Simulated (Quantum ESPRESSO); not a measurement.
# MoSe3 (P4/mmm) in Quantum ESPRESSO: a series of runs

Aim: see how the results for MoSe3 move with the level of theory and the settings. Levels: RPBE, PW91, vdW-DF-cx. Tasks: phonons.

Program: Quantum ESPRESSO 7.5. These are calculated values, not measurements. Logs are shortened: lines on timing, memory, paths and dates and some standing lists are left out, and cuts for length are marked.

## 1. The structure

Symmetry: P4/mmm, No. 123, tetragonal system. The conventional cell has a = 3.697 Å, b = 3.697 Å, c = 9.667 Å, α = 90.00°, β = 90.00°, γ = 90.00°. Mo (site symmetry 4/mmm) is surrounded by 8 Se at 3.48 Å and 4 Mo at 3.70 Å. Se (site symmetry 4mm) is surrounded by 4 Mo at 3.48 Å and 8 Se at 3.64 to 3.70 Å. Se (site symmetry 4/mmm) has 12 Se at 3.64 to 3.70 Å as nearest neighbours.

The cell was built by a generator and needn't be a form met in nature.

## 2. Phonons, RPBE

pw.in

```
&CONTROL
  calculation = 'scf'
  prefix = 'pwscf'
  outdir = './tmp'
  pseudo_dir = './pseudo'
  tprnfor = .true.
  tstress = .true.
  disk_io = 'low'
/
&SYSTEM
  ibrav = 0
  celldm(1) = 8
  nat = 4
  ntyp = 2
  ecutwfc = 86
  nbnd = 42
  input_dft = 'rpbe'
  occupations = 'smearing'
  smearing = 'fd'
  degauss = 0.00367493
/
&ELECTRONS
  conv_thr = 8d-10
  electron_maxstep = 120
  mixing_beta = 0.5
/
ATOMIC_SPECIES
Mo    95.9500 Mo.upf
Se    78.9710 Se.upf
CELL_PARAMETERS alat
  0.8733550627801   0.0000000000000   0.0000000000000
  0.0000000000000   0.8733550627801   0.0000000000000
  0.0000000000000   0.0000000000000   2.2835988211547
ATOMIC_POSITIONS crystal
Mo     0.0000000000    0.0000000000    0.0000000000
Se     0.5000000000    0.5000000000    0.7621681700
Se     0.0000000000    0.0000000000    0.5000000000
Se     0.5000000000    0.5000000000    0.2378318300
K_POINTS automatic
2 2 2 1 1 1
```

relax.in

```
&CONTROL
  calculation = 'vc-relax'
  prefix = 'pwscf'
  outdir = './tmp'
  pseudo_dir = './pseudo'
  tprnfor = .true.
  tstress = .true.
  disk_io = 'low'
  nstep = 40
  forc_conv_thr = 0.0001
  etot_conv_thr = 1d-06
/
&SYSTEM
  ibrav = 0
  celldm(1) = 8
  nat = 4
  ntyp = 2
  ecutwfc = 86
  nbnd = 42
  input_dft = 'rpbe'
  occupations = 'smearing'
  smearing = 'fd'
  degauss = 0.00367493
/
&ELECTRONS
  conv_thr = 8d-10
  electron_maxstep = 120
  mixing_beta = 0.5
/
&IONS
  ion_dynamics = 'bfgs'
/
&CELL
  cell_dynamics = 'bfgs'
  press = 0
  press_conv_thr = 0.2
/
ATOMIC_SPECIES
Mo    95.9500 Mo.upf
Se    78.9710 Se.upf
CELL_PARAMETERS alat
  0.8733550627801   0.0000000000000   0.0000000000000
  0.0000000000000   0.8733550627801   0.0000000000000
  0.0000000000000   0.0000000000000   2.2835988211547
ATOMIC_POSITIONS crystal
Mo     0.0000000000    0.0000000000    0.0000000000
Se     0.5000000000    0.5000000000    0.7621681700
Se     0.0000000000    0.0000000000    0.5000000000
Se     0.5000000000    0.5000000000    0.2378318300
K_POINTS automatic
2 2 2 1 1 1
```

gamma.in

```
&CONTROL
  calculation = 'bands'
  prefix = 'pwscf'
  outdir = './tmp'
  pseudo_dir = './pseudo'
  disk_io = 'low'
  verbosity = 'high'
/
&SYSTEM
  ibrav = 0
  celldm(1) = 8
  nat = 4
  ntyp = 2
  ecutwfc = 86
  nbnd = 42
  input_dft = 'rpbe'
  occupations = 'smearing'
  smearing = 'fd'
  degauss = 0.00367493
/
&ELECTRONS
  conv_thr = 1d-08
  electron_maxstep = 120
  mixing_beta = 0.5
  diago_full_acc = .true.
  startingwfc = 'random'
/
ATOMIC_SPECIES
Mo    95.9500 Mo.upf
Se    78.9710 Se.upf
CELL_PARAMETERS alat
  0.7635403836609   0.0000000000000   0.0000000000000
  0.0000000000000   0.7635403836609   0.0000000000000
  0.0000000000000   0.0000000000000   1.6177225439550
ATOMIC_POSITIONS crystal
Mo     0.0000000000    0.0000000000    0.0000000000
Se     0.5000000000    0.5000000000    0.7808539702
Se     0.0000000000    0.0000000000    0.5000000000
Se     0.5000000000    0.5000000000    0.2191460298
K_POINTS crystal
1
0.0 0.0 0.0 1
```

scf2.in

```
&CONTROL
  calculation = 'scf'
  prefix = 'pwscf'
  outdir = './tmp'
  pseudo_dir = './pseudo'
  tprnfor = .true.
  tstress = .true.
  disk_io = 'low'
/
&SYSTEM
  ibrav = 0
  celldm(1) = 8
  nat = 4
  ntyp = 2
  ecutwfc = 86
  nbnd = 42
  input_dft = 'rpbe'
  occupations = 'fixed'
/
&ELECTRONS
  conv_thr = 1d-13
  electron_maxstep = 120
  mixing_beta = 0.5
  startingpot = 'file'
/
ATOMIC_SPECIES
Mo    95.9500 Mo.upf
Se    78.9710 Se.upf
CELL_PARAMETERS alat
  0.7635403836609   0.0000000000000   0.0000000000000
  0.0000000000000   0.7635403836609   0.0000000000000
  0.0000000000000   0.0000000000000   1.6177225439550
ATOMIC_POSITIONS crystal
Mo     0.0000000000    0.0000000000    0.0000000000
Se     0.5000000000    0.5000000000    0.7808539702
Se     0.0000000000    0.0000000000    0.5000000000
Se     0.5000000000    0.5000000000    0.2191460298
K_POINTS automatic
2 2 2 1 1 1
```

ph.in

```
phonons of MoSe3
&INPUTPH
  prefix = 'pwscf'
  outdir = './tmp'
  tr2_ph = 1d-18
  fildyn = 'dyn'
  niter_ph = 90
  alpha_mix(1) = 0.7
  epsil = True
/
0.0000000000 0.0000000000 0.0000000000
```

dynmat.in

```
&INPUT
  fildyn = 'dyn'
  asr = 'crystal'
  lperm = .true.
  filout = 'dynmat.disp'
  fileig = 'dynmat.eig'
/
```

dynmat_lo.in

```
&INPUT
  fildyn = 'dyn'
  asr = 'crystal'
  filout = 'dynmat_lo.disp'
  fileig = 'dynmat_lo.eig'
  q(1) = 0
  q(2) = 0
  q(3) = 1
/
```

Potentials or basis: PseudoDojo 0.4.1 SR PBE standard.

The run is started by

```console
$ OMP_NUM_THREADS=1 mpirun -n 4 pw.x -in pw.in > pw.out
$ OMP_NUM_THREADS=1 mpirun -n 4 pw.x -in relax.in > relax.out
$ OMP_NUM_THREADS=1 mpirun -n 4 pw.x -in gamma.in > gamma.out
$ OMP_NUM_THREADS=1 mpirun -n 4 pw.x -in scf2.in > scf2.out
$ OMP_NUM_THREADS=1 mpirun -n 4 ph.x -in ph.in > ph.out
$ OMP_NUM_THREADS=1 mpirun -n 1 dynmat.x -in dynmat.in > dynmat.out
$ OMP_NUM_THREADS=1 mpirun -n 1 dynmat.x -in dynmat_lo.in > dynmat_lo.out
```

pw.out:

```text
This program is part of the open-source Quantum ESPRESSO suite
     for quantum simulation of materials; please cite
         "P. Giannozzi et al., J. Phys.:Condens. Matter 21 395502 (2009);
         "P. Giannozzi et al., J. Phys.:Condens. Matter 29 465901 (2017);
         "P. Giannozzi et al., J. Chem. Phys. 152 154105 (2020);
     in publications or presentations arising from this work. More details at

     IMPORTANT: XC functional enforced from input :
     Exchange-correlation= RPBE
                           (   1   4  44   4   0   0   0)
     Any further DFT definition will be discarded
     Please, verify this is what you really want

     Message from routine setup:
     using ibrav=0 with symmetry is DISCOURAGED, use correct ibrav instead

     Subspace diagonalization in iterative solution of the eigenvalue problem:
     a serial algorithm will be used

     --------------------
     sticks:   dense  smooth     PW     G-vecs:    dense   smooth      PW
     Min         338     338     88                24026    24026    3328
     Max         339     339     90                24028    24028    3332
     Sum        1353    1353    357                96107    96107   13323

     Using Slab Decomposition

     bravais-lattice index     =            0
     lattice parameter (alat)  =       8.0000  a.u.
     unit-cell volume          =     891.8082 (a.u.)^3
     number of atoms/cell      =            4
     number of atomic types    =            2
     number of electrons       =        62.00
     number of Kohn-Sham states=           42
     kinetic-energy cutoff     =      86.0000  Ry
     charge density cutoff     =     344.0000  Ry
     scf convergence threshold =      8.0E-10
     mixing beta               =       0.5000
     number of iterations used =            8  plain     mixing
     Exchange-correlation= RPBE
                           (   1   4  44   4   0   0   0)

     celldm(1)=   8.000000  celldm(2)=   0.000000  celldm(3)=   0.000000
     celldm(4)=   0.000000  celldm(5)=   0.000000  celldm(6)=   0.000000

     crystal axes: (cart. coord. in units of alat)
               a(1) = (   0.873355   0.000000   0.000000 )
               a(2) = (   0.000000   0.873355   0.000000 )
               a(3) = (   0.000000   0.000000   2.283599 )

     reciprocal axes: (cart. coord. in units 2 pi/alat)
               b(1) = (  1.145010  0.000000  0.000000 )
               b(2) = (  0.000000  1.145010  0.000000 )
               b(3) = (  0.000000  0.000000  0.437905 )

     PseudoPot. # 1 for Mo read from file:
     Mo.upf
     Pseudo is Norm-conserving + core correction, Zval = 14.0
     Generated using ONCVPSP code by D. R. Hamann
     Using radial grid of 1640 points,  6 beta functions with:
                l(1) =   0
                l(2) =   0
                l(3) =   1
                l(4) =   1
                l(5) =   2
                l(6) =   2

     PseudoPot. # 2 for Se read from file:
     Se.upf
     Pseudo is Norm-conserving + core correction, Zval = 16.0
     Generated using ONCVPSP code by D. R. Hamann
     Using radial grid of 1214 points,  6 beta functions with:
                l(1) =   0
                l(2) =   0
                l(3) =   1
                l(4) =   1
                l(5) =   2
                l(6) =   2

     atomic species   valence    mass     pseudopotential
     Mo               14.00    95.95000     Mo( 1.00)
     Se               16.00    78.97100     Se( 1.00)

     16 Sym. Ops., with inversion, found

   Cartesian axes

     site n.     atom                  positions (alat units)
         1        Mo     tau(   1) = (   0.0000000   0.0000000   0.0000000  )
         2        Se     tau(   2) = (   0.4366775   0.4366775   1.7404863  )
         3        Se     tau(   3) = (   0.0000000   0.0000000   1.1417994  )
         4        Se     tau(   4) = (   0.4366775   0.4366775   0.5431125  )

     number of k points=     1  Fermi-Dirac smearing, width (Ry)=  0.0037
                       cart. coord. in units 2pi/alat
        k(    1) = (   0.2862524   0.2862524   0.1094763), wk =   2.0000000

     Dense  grid:    96107 G-vectors     FFT dimensions: (  45,  45, 108)

     Initial potential from superposition of free atoms

     starting charge      61.9984, renormalised to      62.0000
     Starting wfcs are   37 randomized atomic wfcs +    5 random wfcs

     Self-consistent Calculation

     iteration #  1     ecut=    86.00 Ry     beta= 0.50
     Davidson diagonalization with overlap
     ethr =  1.00E-02,  avg # of iterations =  9.0

     total energy              =    -861.97899793 Ry
     estimated scf accuracy    <       8.74413450 Ry

     iteration #  2     ecut=    86.00 Ry     beta= 0.50
     Davidson diagonalization with overlap
     ethr =  1.00E-02,  avg # of iterations =  4.0

     total energy              =    -863.61054589 Ry
     estimated scf accuracy    <     128.37696439 Ry

     iteration #  3     ecut=    86.00 Ry     beta= 0.50
     Davidson diagonalization with overlap
     ethr =  1.00E-02,  avg # of iterations =  5.0

     total energy              =    -867.37959954 Ry
     estimated scf accuracy    <      24.49161704 Ry

     iteration #  4     ecut=    86.00 Ry     beta= 0.50
     Davidson diagonalization with overlap
     ethr =  1.00E-02,  avg # of iterations =  1.0

     total energy              =    -867.82633674 Ry
     estimated scf accuracy    <       1.59818692 Ry

     iteration #  5     ecut=    86.00 Ry     beta= 0.50
     Davidson diagonalization with overlap
     ethr =  2.58E-03,  avg # of iterations =  2.0

     total energy              =    -867.88215361 Ry
     estimated scf accuracy    <       0.10141577 Ry

     iteration #  6     ecut=    86.00 Ry     beta= 0.50
     Davidson diagonalization with overlap
     ethr =  1.64E-04,  avg # of iterations =  7.0

     total energy              =    -867.87422265 Ry
     estimated scf accuracy    <       0.05405347 Ry

     iteration #  7     ecut=    86.00 Ry     beta= 0.50
     Davidson diagonalization with overlap
     ethr =  8.72E-05,  avg # of iterations =  2.0

     total energy              =    -867.90412269 Ry
     estimated scf accuracy    <       0.77847311 Ry

     iteration #  8     ecut=    86.00 Ry     beta= 0.50
     Davidson diagonalization with overlap
     ethr =  8.72E-05,  avg # of iterations =  1.0

     total energy              =    -867.89384920 Ry
     estimated scf accuracy    <       1.47593498 Ry

     iteration #  9     ecut=    86.00 Ry     beta= 0.50
     Davidson diagonalization with overlap
     ethr =  8.72E-05,  avg # of iterations =  1.0

     total energy              =    -867.89552315 Ry
     estimated scf accuracy    <       0.90202465 Ry

     iteration # 10     ecut=    86.00 Ry     beta= 0.50
     Davidson diagonalization with overlap
     ethr =  8.72E-05,  avg # of iterations =  1.0

     total energy              =    -867.88489428 Ry
     estimated scf accuracy    <       0.90534029 Ry

     iteration # 11     ecut=    86.00 Ry     beta= 0.50
     Davidson diagonalization with overlap
     ethr =  8.72E-05,  avg # of iterations =  1.0

     total energy              =    -867.86674468 Ry
     estimated scf accuracy    <       0.50149556 Ry

     iteration # 12     ecut=    86.00 Ry     beta= 0.50
     Davidson diagonalization with overlap
     ethr =  8.72E-05,  avg # of iterations =  1.0

     total energy              =    -867.87657149 Ry
     estimated scf accuracy    <       0.00389304 Ry

     iteration # 13     ecut=    86.00 Ry     beta= 0.50
     Davidson diagonalization with overlap
     ethr =  6.28E-06,  avg # of iterations =  2.0

     total energy              =    -867.87661351 Ry
     estimated scf accuracy    <       0.00080599 Ry

     iteration # 14     ecut=    86.00 Ry     beta= 0.50
     Davidson diagonalization with overlap
     ethr =  1.30E-06,  avg # of iterations =  2.0

     total energy              =    -867.87658184 Ry
     estimated scf accuracy    <       0.00078058 Ry

     iteration # 15     ecut=    86.00 Ry     beta= 0.50
     Davidson diagonalization with overlap
     ethr =  1.26E-06,  avg # of iterations =  1.0

     total energy              =    -867.87659614 Ry
     estimated scf accuracy    <       0.00003710 Ry

     iteration # 16     ecut=    86.00 Ry     beta= 0.50
     Davidson diagonalization with overlap
     ethr =  5.98E-08,  avg # of iterations =  1.0

     total energy              =    -867.87659880 Ry
     estimated scf accuracy    <       0.00000756 Ry

     iteration # 17     ecut=    86.00 Ry     beta= 0.50
     Davidson diagonalization with overlap
     ethr =  1.22E-08,  avg # of iterations =  2.0

     total energy              =    -867.87659902 Ry
     estimated scf accuracy    <       0.00000741 Ry

     iteration # 18     ecut=    86.00 Ry     beta= 0.50
     Davidson diagonalization with overlap
     ethr =  1.19E-08,  avg # of iterations =  1.0

     total energy              =    -867.87659928 Ry
     estimated scf accuracy    <       0.00000011 Ry

     iteration # 19     ecut=    86.00 Ry     beta= 0.50
     Davidson diagonalization with overlap
     ethr =  1.80E-10,  avg # of iterations =  2.0

     total energy              =    -867.87659930 Ry
     estimated scf accuracy    <          4.3E-09 Ry

     iteration # 20     ecut=    86.00 Ry     beta= 0.50
     Davidson diagonalization with overlap
     ethr =  6.99E-12,  avg # of iterations =  3.0

     total energy              =    -867.87659930 Ry
     estimated scf accuracy    <          1.9E-09 Ry

     iteration # 21     ecut=    86.00 Ry     beta= 0.50
     Davidson diagonalization with overlap
     ethr =  3.14E-12,  avg # of iterations =  1.0

     End of self-consistent calculation

          k = 0.2863 0.2863 0.1095 ( 12013 PWs)   bands (ev):

   -56.0516 -42.5278 -42.5278 -42.5014 -42.5014 -42.5014 -42.5014 -42.4322
   -42.4322 -42.4321 -42.4321 -42.1980 -42.1331 -42.1331 -41.9463 -41.9459
   -30.0524 -30.0358 -30.0355  -6.4870  -6.3429  -5.7824   2.8845   3.2224
     3.5875   3.6339   3.8919   3.8993   5.0056   5.0059   5.3748   5.5472
     5.6037   6.2694   6.3661   6.3874   8.2717  12.1381  12.1824  12.7753
    14.2541  14.7152

     the Fermi energy is     5.4521 ev

!    total energy              =    -867.87659930 Ry
     estimated scf accuracy    <          3.6E-10 Ry
     smearing contrib. (-TS)   =      -0.00764436 Ry
     internal energy E=F+TS    =    -867.86895495 Ry

     The total energy is F=E-TS. E is the sum of the following terms:
     one-electron contribution =    -498.22410221 Ry
     hartree contribution      =     253.87007207 Ry
     xc contribution           =    -165.09779045 Ry
     ewald contribution        =    -458.41713436 Ry

     convergence has been achieved in  21 iterations

     Forces acting on atoms (cartesian axes, Ry/au):

     atom    1 type  1   force =     0.00000000    0.00000000    0.00000000
     atom    2 type  2   force =     0.00000000    0.00000000    0.07321618
     atom    3 type  2   force =     0.00000000    0.00000000    0.00000000
     atom    4 type  2   force =     0.00000000    0.00000000   -0.07321618

     Total force =     0.103543     Total SCF correction =     0.000065

     Computing stress (Cartesian axis) and pressure

          total   stress  (Ry/bohr**3)                   (kbar)     P=     -158.42
  -0.00083481   0.00000000   0.00000000         -122.80        0.00        0.00
   0.00000000  -0.00083481   0.00000000            0.00     -122.80        0.00
   0.00000000   0.00000000  -0.00156117            0.00        0.00     -229.66

=------------------------------------------------------------------------------=
   JOB DONE.
=------------------------------------------------------------------------------=
```

Run time: 2 min. Hardware: 4 MPI ranks of Arm Neoverse V2, shared host; peak memory 0.28 GiB.

Results:

| Quantity | Value |
| --- | --- |
| Free energy | -11815.2738 eV |
| Relaxed volume | 17.89 Å³/atom |
| Relaxed cell | a = 3.232 Å, b = 3.232 Å, c = 6.848 Å, α = 90.00°, β = 90.00°, γ = 90.00° |
| Space group after relaxing (to 0.05 Å) | P4/mmm (No. 123) |
| Pressure after relaxing | 0.0 GPa |
| Highest phonon frequency at Γ, LO-TO splitting left out | 255 cm⁻¹ |
| Most unstable mode | 69i cm⁻¹ |

Final structure:
```xyz
4
Lattice="3.2324 0.0000 0.0000 0.0000 3.2324 0.0000 0.0000 0.0000 6.8485" Properties=species:S:1:pos:R:3 pbc="T T T"
Mo    0.0000    0.0000    0.0000
Se    1.6162    1.6162    5.3477
Se    0.0000    0.0000    3.4242
Se    1.6162    1.6162    1.5008
```

Phonon frequencies in cm⁻¹ (negative: imaginary):
```tsv
q point	frequencies
(0.000, 0.000, 0.000)	-69 6 7 7 44 44 108 108 126 126 189 255
```

Optical modes at Γ, degenerate ones joined, polar ones without the macroscopic field:
```
cm⁻¹  components  symmetry  active in
 69i           1       A2u         IR
  44           2        Eu         IR
 108           2        Eg      Raman
 126           2        Eu         IR
 189           1       A2u         IR
 255           1       A1g      Raman
```

Caveat: the k mesh is coarse (spacing up to 0.85 Å⁻¹), so the values aren't converged; the potentials were made for another functional, which shifts forces and pressure; some modes are imaginary; the volume moved by over 15 % at a fixed basis, so the end points are rough; the gap on the mesh is small and may close between mesh points, in which case fixed occupations spoil the response.

(Continued in part 2 of 3.)
